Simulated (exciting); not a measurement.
# GaB (P4/mmm) in exciting: band structure with PW86PBE

Aim: the band structure of GaB with PW86PBE.

Program: exciting (release sodium). These are calculated values, not measurements. Logs are shortened: lines on timing, memory, paths and dates and some standing lists are left out, and cuts for length are marked.

**1. The structure**

The structure is tetragonal, space group P4/mmm (No. 123). Conventional cell: a = 2.718 Å, b = 2.718 Å, c = 3.236 Å, α = 90.00°, β = 90.00°, γ = 90.00°. Around Ga (site symmetry 4/mmm) lie 8 B at 2.51 Å and 4 Ga at 2.72 Å. B (site symmetry 4/mmm) has 8 Ga at 2.51 Å and 4 B at 2.72 Å as nearest neighbours.

The cell was built by a generator and needn't be a form met in nature.

**2. Band structure, PW86PBE, spin-orbit coupling, no magnetisation**

File input.xml:

```xml
<input>
  <title>GaB</title>
  <structure speciespath="./" tshift="false">
    <crystal scale="1.88972612463">
      <basevect>2.718240000000 0.000000000000 0.000000000000</basevect>
      <basevect>0.000000000000 2.718240000000 0.000000000000</basevect>
      <basevect>0.000000000000 0.000000000000 3.236210000000</basevect>
    </crystal>
    <species speciesfile="Ga.xml" rmt="2">
      <atom coord="0.500000000000 0.500000000000 0.500000000000"/>
    </species>
    <species speciesfile="B.xml" rmt="1.45">
      <atom coord="0.000000000000 0.000000000000 0.000000000000"/>
    </species>
  </structure>
  <groundstate do="fromscratch" ngridk="6 6 5" rgkmax="6" gmaxvr="14" lmaxapw="10" lmaxmat="10" lmaxvr="8" stype="Gaussian" swidth="0.00367493" nempty="20" ValenceRelativity="iora*" epsengy="1e-05" epspot="1e-05" maxscl="60" outputlevel="high">
    <libxc exchange="XC_GGA_X_PW86" correlation="XC_GGA_C_PBE"/>
    <spin spinorb="true"/>
  </groundstate>
  <properties>
    <bandstructure>
      <plot1d>
        <path steps="60">
          <point coord="0 0 0" label="G"/>
          <point coord="0 0.5 0" label="X"/>
          <point coord="0.5 0.5 0" label="M"/>
          <point coord="0 0 0" label="G"/>
          <point coord="0 0 0.5" label="Z"/>
          <point coord="0 0.5 0.5" label="R"/>
          <point coord="0.5 0.5 0.5" label="A"/>
          <point coord="0 0 0.5" label="Z" breakafter="true"/>
          <point coord="0 0.5 0" label="X"/>
          <point coord="0 0.5 0.5" label="R" breakafter="true"/>
          <point coord="0.5 0.5 0" label="M"/>
          <point coord="0.5 0.5 0.5" label="A"/>
        </path>
      </plot1d>
    </bandstructure>
  </properties>
</input>
```

Potentials or basis: all-electron LAPW+lo, shipped species files, valence relativity iora*.

Command:

```console
> OMP_NUM_THREADS=1 exciting_smp
```

INFO.OUT:

```text
================================================================================
EXCITING SODIUM started
All units are atomic (Hartree, Bohr, etc.)
================================================================================

********************************************************************************
* Ground-state run starting from atomic densities                              *
********************************************************************************

++++++++++++++++++++++++++++++++++++++++++++++++++++++++++++++++++++++++++++++++
+ Starting initialization                                                      +
++++++++++++++++++++++++++++++++++++++++++++++++++++++++++++++++++++++++++++++++

 Lattice vectors (cartesian) :
      5.1367291410      0.0000000000      0.0000000000
      0.0000000000      5.1367291410      0.0000000000
      0.0000000000      0.0000000000      6.1155505818

 Reciprocal lattice vectors (cartesian) :
      1.2231879733      0.0000000000      0.0000000000
      0.0000000000      1.2231879733      0.0000000000
      0.0000000000      0.0000000000      1.0274112238

 Unit cell volume                           :     161.3648336732
 Brillouin zone volume                      :       1.5372011844

 Species :    1 (Ga)
     parameters loaded from                 :    Ga.xml
     name                                   :    gallium
     nuclear charge                         :     -31.00000000
     electronic charge                      :      31.00000000
     atomic mass                            :  127097.25380000
     muffin-tin radius                      :       2.00000000
     # of radial points in muffin-tin       :     350

     atomic positions (lattice) :
       1 :   0.50000000  0.50000000  0.50000000

 Species :    2 (B)
[... 64 lines left out ...]
++++++++++++++++++++++++++++++++++++++++++++++++++++++++++++++++++++++++++++++++

********************************************************************************
* Groundstate module started                                                   *
********************************************************************************
 Output level for this task is set to high

++++++++++++++++++++++++++++++++++++++++++++++++++++++++++++++++++++++++++++++++
+ Self-consistent loop started                                                 +
++++++++++++++++++++++++++++++++++++++++++++++++++++++++++++++++++++++++++++++++
 Density and potential initialised from atomic data

++++++++++++++++++++++++++++++++++++++++++++++++++++++++++++++++++++++++++++++++
+ SCF iteration number :    1                                                  +
++++++++++++++++++++++++++++++++++++++++++++++++++++++++++++++++++++++++++++++++
 Total energy                               :     -1964.18108035
 _______________________________________________________________
 Fermi energy                               :         0.31639764
 Kinetic energy                             :      2011.39280432
 Coulomb energy                             :     -3895.50216109
 Exchange energy                            :       -78.37866545
 Correlation energy                         :        -1.69305813
 No external B-field energy in total energy
 Sum of eigenvalues                         :     -1123.47662230
 Effective potential energy                 :     -3134.86942662
 Coulomb potential energy                   :     -3031.52269643
 xc potential energy                        :      -103.34673019
 xc effective B-field energy                :        -0.00000000
[... 936 lines left out ...]
 RMS change in effective potential (target) :  0.261616E-07  ( 0.100000E-04)
 Absolute change in total energy   (target) :  0.100066E-06  ( 0.100000E-04)
 Charge distance                   (target) :  0.132950E-07  ( 0.100000E-04)

++++++++++++++++++++++++++++++++++++++++++++++++++++++++++++++++++++++++++++++++
| Convergency criteria checked for the last 2 iterations                       +
| Convergence targets achieved. Performing final SCF iteration                 +
++++++++++++++++++++++++++++++++++++++++++++++++++++++++++++++++++++++++++++++++
 Total energy                               :     -1969.35243550
 _______________________________________________________________
 Fermi energy                               :         0.30997073
 Kinetic energy                             :      2007.80979690
 Coulomb energy                             :     -3896.97876867
 Exchange energy                            :       -78.48568308
 Correlation energy                         :        -1.69778065
 No external B-field energy in total energy
 Sum of eigenvalues                         :     -1125.36569914
 Effective potential energy                 :     -3133.17549603
 Coulomb potential energy                   :     -3029.67885950
 xc potential energy                        :      -103.49663653
 xc effective B-field energy                :        -0.00000000
 External B-field energy                    :         0.00000000
 Hartree energy                             :       624.93352662
 Electron-nuclear energy                    :     -4279.54591274
[... 17 lines left out ...]
 Moments :
     interstitial                 :    -0.00000000    -0.00000000     0.00000000
     moment in muffin-tin spheres :
         atom     1    Ga         :     0.00000000     0.00000000     0.00000000
         atom     2     B         :     0.00000000     0.00000000     0.00000000
     total moment in muffin-tins  :     0.00000000     0.00000000     0.00000000
     total moment                 :    -0.00000000    -0.00000000     0.00000000

++++++++++++++++++++++++++++++++++++++++++++++++++++++++++++++++++++++++++++++++
+ Self-consistent loop stopped                                                 +
++++++++++++++++++++++++++++++++++++++++++++++++++++++++++++++++++++++++++++++++
 STATE.OUT is written

********************************************************************************
* Groundstate module stopped                                                   *
********************************************************************************

================================================================================
| EXCITING SODIUM stopped                                                      =
================================================================================
```

It took 92 s on 1 thread of AMD EPYC 7R13 (Zen 3), shared host; peak memory 0.16 GiB.

Results:

* Band gap on the k mesh: none (metal or under the smearing width)
* All electrons inside the program's atomic spheres: Ga 28.79; B 3.01 (radii Ga 2.0, B 1.45 bohr)
* Density of states at the Fermi level: 1.12 states/eV per cell

Levels at the corners of the path, in eV from the Fermi level:
```csv
point,band 13,band 14,band 15,band 16,band 17,band 18,band 19,band 20
Γ,-1.82,-1.82,1.69,1.69,2.49,2.49,2.54,2.54
X,-8.42,-8.42,1.76,1.76,4.87,4.87,5.27,5.27
M,-4.59,-4.59,-3.66,-3.66,-2.19,-2.19,3.12,3.12
Γ,-1.82,-1.82,1.69,1.69,2.49,2.49,2.54,2.54
Z,-9.96,-9.96,4.14,4.14,4.15,4.15,7.71,7.71
R,-5.45,-5.45,-5.19,-5.19,-4.46,-4.46,5.26,5.26
A,-1.46,-1.46,-1.45,-1.45,-0.52,-0.52,-0.11,-0.11
Z,-9.96,-9.96,4.14,4.14,4.15,4.15,7.71,7.71
X,-8.42,-8.42,1.76,1.76,4.87,4.87,5.27,5.27
R,-5.45,-5.45,-5.19,-5.19,-4.46,-4.46,5.26,5.26
M,-4.59,-4.59,-3.66,-3.66,-2.19,-2.19,3.12,3.12
A,-1.46,-1.46,-1.45,-1.45,-0.52,-0.52,-0.11,-0.11
```

Caveat: the k mesh is coarse (spacing up to 0.39 Å⁻¹), so the values aren't converged; total energies with spin-orbit coupling aren't reliable in this program, so none is listed and the log's shouldn't be used.
